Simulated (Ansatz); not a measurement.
Geometry optimisation, DFT PBE, scalar-relativistic, plane waves, PAW (Ansatz 0.2.0).

Input:

```yaml
crystal:
  lattice:
    - [7.67918, 0.0, 0.0]
    - [3.83959, 6.650365, 0.0]
    - [0.0, 0.0, 18.418765]
  atoms:
    - { symbol: H, position: [0.1666667, 0.1666667, 0.0542925] }
    - { symbol: H, position: [0.6666667, 0.1666667, 0.0542925] }
    - { symbol: H, position: [0.1666667, 0.6666667, 0.0542925] }
    - { symbol: H, position: [0.6666667, 0.6666667, 0.0542925] }
    - { symbol: Si, position: [0.1666667, 0.1666667, 0.1357311] }
    - { symbol: Si, position: [0.6666667, 0.1666667, 0.1357311] }
    - { symbol: Si, position: [0.1666667, 0.6666667, 0.1357311] }
    - { symbol: Si, position: [0.6666667, 0.6666667, 0.1357311] }
    - { symbol: Si, position: [-0.1666667, 0.3333333, 0.178283] }
    - { symbol: Si, position: [0.3333333, 0.3333333, 0.178283] }
    - { symbol: Si, position: [-0.1666667, 0.8333333, 0.178283] }
    - { symbol: Si, position: [0.3333333, 0.8333333, 0.178283] }
    - { symbol: Si, position: [-0.1666667, 0.3333333, 0.3059386] }
    - { symbol: Si, position: [0.3333333, 0.3333333, 0.3059386] }
    - { symbol: Si, position: [-0.1666667, 0.8333333, 0.3059386] }
    - { symbol: Si, position: [0.3333333, 0.8333333, 0.3059386] }
    - { symbol: Si, position: [0.0, 0.0, 0.3484905] }
    - { symbol: Si, position: [0.5, 0.0, 0.3484905] }
    - { symbol: Si, position: [0.0, 0.5, 0.3484905] }
    - { symbol: Si, position: [0.5, 0.5, 0.3484905] }
    - { symbol: Cl, position: [0.1713405, 0.1753758, 0.4668481] }
    - { symbol: H, position: [0.3434897, 0.0424741, 0.4912797] }
basis:
  ecutwfc: 420.0
kpoints:
  mp_grid: { grid: [2, 2, 1] }
hamiltonian:
  xc: pbe
  pseudopotentials: { kind: paw, azcp: { folder: soft_1 } }
scf:
  occupations: { method: gaussian, width: 0.05 }
  lower_state_search: "off"
relax:
  f_tol: 0.03
  max_steps: 60
  adjacent_minimum: "off"
  constraints: [{ sites: [0, 1, 2, 3, 4, 5, 6, 7] }]
```

Launched with:

```bash
$ ansatz run input.yaml --threads 1 --pin off --max-ram 3072MiB --backend cpu --events-out ev --progress --plain --runs-dir out
```

**Question.** Where does it end, and by what steps?

**Answer.** The forces met the threshold. The force dipped under the threshold on the way, but the program's further checks kept it going. Limits of this set-up: coarse k mesh, thin slab, slab without dipole correction, no dispersion correction for a molecule that may bind weakly. After 30 steps the energy has fallen by 3.939 eV; Cl21 moved furthest, 2.41 Å. Parted: Cl21–H22 (1.28 → 3.79 Å). Joined: Si17–Cl21 (3.17 → 2.10 Å), Si18–H22 (2.84 → 1.50 Å).

```json
{"step": "0", "energy less start (eV)": "0.0000", "largest force component (eV/Å)": "0.945", "accepted": "yes"}
{"step": "2", "energy less start (eV)": "-0.4551", "largest force component (eV/Å)": "0.695", "accepted": "yes"}
{"step": "4", "energy less start (eV)": "-0.7568", "largest force component (eV/Å)": "0.819", "accepted": "yes"}
{"step": "6", "energy less start (eV)": "-1.2383", "largest force component (eV/Å)": "0.262", "accepted": "yes"}
{"step": "8", "energy less start (eV)": "-1.2703", "largest force component (eV/Å)": "0.024", "accepted": "yes"}
{"step": "10", "energy less start (eV)": "-1.2735", "largest force component (eV/Å)": "0.039", "accepted": "yes"}
{"step": "12", "energy less start (eV)": "-1.2740", "largest force component (eV/Å)": "0.012", "accepted": "yes"}
{"step": "14", "energy less start (eV)": "-1.2756", "largest force component (eV/Å)": "0.034", "accepted": "yes"}
{"step": "16", "energy less start (eV)": "-1.3252", "largest force component (eV/Å)": "0.184", "accepted": "yes"}
{"step": "18", "energy less start (eV)": "-1.8412", "largest force component (eV/Å)": "1.204", "accepted": "yes"}
{"step": "20", "energy less start (eV)": "-3.1015", "largest force component (eV/Å)": "1.595", "accepted": "yes"}
{"step": "22", "energy less start (eV)": "-3.6750", "largest force component (eV/Å)": "0.493", "accepted": "yes"}
{"step": "24", "energy less start (eV)": "-3.8609", "largest force component (eV/Å)": "0.201", "accepted": "yes"}
{"step": "26", "energy less start (eV)": "-3.9191", "largest force component (eV/Å)": "0.137", "accepted": "yes"}
{"step": "28", "energy less start (eV)": "-3.9379", "largest force component (eV/Å)": "0.079", "accepted": "yes"}
{"step": "30", "energy less start (eV)": "-3.9393", "largest force component (eV/Å)": "0.019", "accepted": "yes"}
```

```xyz
22
Lattice="7.6792 0.0000 0.0000 3.8396 6.6504 0.0000 0.0000 0.0000 18.4188" Properties=species:S:1:pos:R:3
H 1.920 1.108 1.000
H 5.759 1.108 1.000
H 3.840 4.434 1.000
H 7.679 4.434 1.000
Si 1.920 1.108 2.500
Si 5.759 1.108 2.500
Si 3.840 4.434 2.500
Si 7.679 4.434 2.500
Si 0.012 2.219 3.288
Si 3.830 2.218 3.286
Si 1.920 5.544 3.225
Si 5.758 5.535 3.282
Si -0.173 2.173 5.692
Si 3.972 2.166 5.686
Si 1.900 5.499 5.577
Si 5.764 5.370 5.638
Si 0.023 -0.097 6.347
Si 3.803 -0.085 6.387
Si 1.901 3.179 5.816
Si 5.736 3.302 6.821
Cl -0.048 -0.118 8.448
H 3.881 -0.100 7.886
```

Run time: 4.9 min on 1 thread of Arm Neoverse V2, on a shared host, peak memory 0.91 GiB.
